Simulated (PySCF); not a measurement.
**Br₃: relaxation and vibrations of the quartet**

Aim: relax Br₃ as a quartet from a PBE0 minimum start, check by its vibrations whether the end is a minimum, and collect its spectrum and constants.

The runs use PySCF 2.14.0; PBE0, basis Br def2-TZVP, no relativity, density fitting.

## Step 1: Where the work starts

3 atoms, charge 0, spin multiplicity 4.

No contacts short enough for the rule that draws bonds.

Coordinates in bohr (charge 0 multiplicity 4):
```
Br    1.5312   -2.6521    0.0000
Br   -3.0624    0.0000    0.0000
Br    1.5312    2.6521    0.0000
```

## Step 2: First SCF at the start

One driver script runs all steps and calls PySCF; scf.py shows how it sets up the SCF of each step. The optimiser is the driver's own. After this first run the driver tries any further starts and a stability analysis.

scf.py reads:

```python
from pyscf import gto, scf, dft
mol = gto.M(atom='''
Br     0.810280    -1.403440     0.000000
Br    -1.620560     0.000000     0.000000
Br     0.810280     1.403440     0.000000''',
    basis={'Br': 'def2-TZVP'},
    charge=0, spin=3)
mf = dft.UKS(mol, xc='PBE0')
mf.grids.atom_grid = (50, 194)
aux = {'Br': 'def2-universal-JKFIT'}
mf = mf.density_fit(auxbasis=aux)
mf.conv_tol = 1e-08
mf.diis_space = 10
mf.max_cycle = 60
mf.init_guess = 'minao'
mf.verbose = 4
mf.kernel()
```

On the command line:

```sh
OMP_NUM_THREADS=4 python axn.py task.json out
```

The log of the run:

```text
init E= -7718.33438079229
[... the frontier-level lines of each cycle are left out ...]
cycle= 1 E= -7721.47567718302  delta_E= -3.14  |g|= 0.352  |ddm|= 1.45
cycle= 2 E= -7721.48506809221  delta_E= -0.00939  |g|= 0.263  |ddm|= 0.287
cycle= 3 E= -7721.4940756999  delta_E= -0.00901  |g|= 0.0152  |ddm|= 0.127
cycle= 4 E= -7721.49416683128  delta_E= -9.11e-05  |g|= 0.00992  |ddm|= 0.0253
cycle= 5 E= -7721.49422247947  delta_E= -5.56e-05  |g|= 0.00162  |ddm|= 0.00905
cycle= 6 E= -7721.49422392688  delta_E= -1.45e-06  |g|= 0.000216  |ddm|= 0.00181
cycle= 7 E= -7721.49422395371  delta_E= -2.68e-08  |g|= 3.67e-05  |ddm|= 0.000375
cycle= 8 E= -7721.49422395606  delta_E= -2.35e-09  |g|= 1.22e-05  |ddm|= 9.87e-05
Extra cycle  E= -7721.49422395623  delta_E= -1.71e-10  |g|= 1.43e-05  |ddm|= 3.64e-05
converged SCF energy = -7721.49422395623  <S^2> = 3.7597434  2S+1 = 4.0048687
```

This step, with its further starts and checks, ran for 26 s (4 threads of Arm Neoverse N1, shared host).

The test of internal stability found no lower solution of this spin.

## Step 3: Relaxation: PBE0 minimum start, quartet

The program finds D3h symmetry in the start, which this walk keeps. The walk stops when the largest gradient is under 0.0003 Eh/bohr and the energy has settled too.

scf.py, as its differences from that of step 2:

```diff
@@ -3,3 +3,3 @@
-Br     0.810280    -1.403440     0.000000
-Br    -1.620560     0.000000     0.000000
-Br     0.810280     1.403440     0.000000''',
+Br     0.810278    -1.403443     0.000000
+Br    -1.620556    -0.000000     0.000000
+Br     0.810278     1.403443     0.000000''',
@@ -15 +14,0 @@
-mf.init_guess = 'minao'
```

Energy and gradient, step by step:

```
step   energy (Eh)  change (kJ/mol)  largest symmetric gradient (Eh/bohr)
   0  -7721.494224             0.00                               0.00001
```

The walk took 7.2 s.

After 0 steps and 0.0 kJ/mol it ends at D3h: Br–Br 2.807 Å (×2); Br–Br–Br 60.0°.

## Step 4: Hessian and properties

The point is checked on the finer grid, and tightened if its gradient asks for it. The Hessian and the dipole derivatives come from central differences of analytic gradients, with steps of 0.02 bohr.

scf.py, as its differences from that of step 3:

```diff
@@ -9 +9 @@
-mf.grids.atom_grid = (50, 194)
+mf.grids.atom_grid = (75, 302)
@@ -12 +12 @@
-mf.conv_tol = 1e-08
+mf.conv_tol = 1e-10
```

The driver hands on the density of the step before, so the log starts near convergence.

SCF at the final geometry:

```text
init E= -7721.49422367275
[... the frontier-level lines of each cycle are left out ...]
cycle= 1 E= -7721.49422367275  delta_E= 1.82e-12  |g|= 6.8e-06  |ddm|= 1e-05
Extra cycle  E= -7721.49422367274  delta_E= 1.27e-11  |g|= 8.09e-06  |ddm|= 1.19e-05
converged SCF energy = -7721.49422367274  <S^2> = 3.7597496  2S+1 = 4.0048718
```

The whole step took 85 s.

Geometry: D3h; Br–Br 2.807 Å (×2); Br–Br–Br 60.0°.

Harmonic modes (main isotopes):

```tsv
symmetry	ω (cm⁻¹)	IR (km/mol)	type
e'	141	0.4	stretch
a1'	197	0.0	stretch
```

All wavenumbers are real: a minimum.

Properties at this point:

- Dipole moment: 0.00 D
- Highest occupied level: -8.17 eV
- Lowest empty level: -5.40 eV
- Rotational constants: 0.05422, 0.05422, 0.02711 cm⁻¹
- Zero-point energy: 2.9 kJ/mol
- Principal polarisabilities: 40.4, 99.8, 99.8 bohr³
- Atomisation energy without zero-point energy: 154 kJ/mol
- Principal traceless quadrupole moments about the centre of mass: -4.12, 2.06, 2.06 D Å
- Entropy at 298.15 K and 1 bar (electronic part: spin only): 329.1 J/(mol K)
- Heat capacity Cp at 298.15 K: 57.0 J/(mol K)
- Enthalpy at 298.15 K above 0 K: 14.86 kJ/mol
- Rotational symmetry number: 6
- Spin squared ⟨S²⟩: 3.760

Populations by atom (charges in e):

```tsv
atom	Mulliken	Löwdin	polar tensor	spin (Mulliken)	Mayer order to Br1
Br1	0.00	0.00	0.00	1.00	–
Br2,3	0.00	0.00	0.00	1.00	0.52
```

Mulliken populations on Br1: s 8.00, p 16.95, d 10.05, f 0.00.

## Step 5: Summary of results

```
                                          quantity                               value
                                           minimum                        quartet, D3h
                                          geometry  Br–Br 2.807 Å (×2); Br–Br–Br 60.0°
                                wavenumbers (cm⁻¹)                 141 (e'), 197 (a1')
                                     dipole moment                              0.00 D
highest occupied, lowest empty level (either spin)                     -8.17, -5.40 eV
                        polar-tensor charge of Br1                             +0.00 e
                                 zero-point energy                          2.9 kJ/mol
                               entropy at 298.15 K                     329.1 J/(mol K)
         atomisation energy (no zero-point energy)                          154 kJ/mol
                                              ⟨S²⟩                               3.760
```

The molecule stays D3h, as typed, and the end point is a minimum. Other starts or spin states, not run here, may lie lower.

The search up to here took 2 min.
